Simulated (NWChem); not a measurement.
## Tetragonal strain in SiC (zincblende structure): the shear constant

Program: NWChem. Level: PBE, default library pseudopotentials (valence charges C 4, Si 4), cutoff 35 Ha, shifted 4×4×4 mesh, two-atom cell, no spin-orbit coupling. The cubic cell (a = 4.356 Å, near this level's equilibrium) is stretched by 1 + δ along x and y and by (1 + δ)^−2 along z, at constant volume; symmetry keeps the atoms on their sites.

| δ | E − E(0) (meV/cell) |
|---|---|
| -0.020 | ? |
| -0.010 | 10.58 |
| -0.005 | 2.49 |
| 0.000 | 0.00 |
| 0.005 | 2.25 |
| 0.010 | 9.51 |
| 0.020 | 36.69 |

Q: The cell volume is 20.66 Å³. To second order E − E(0) = 3V(C₁₁ − C₁₂)δ². Fit Aδ² + Bδ³, give C₁₁ − C₁₂, and predict the withheld row.

A: A ≈ 100 eV and B ≈ -450 eV, with a largest residual of 0.21 meV, so C₁₁ − C₁₂ = A/(3V) ≈ 260 GPa. The fit predicts 43.80 meV at δ = -0.020; the run gave 45.06.
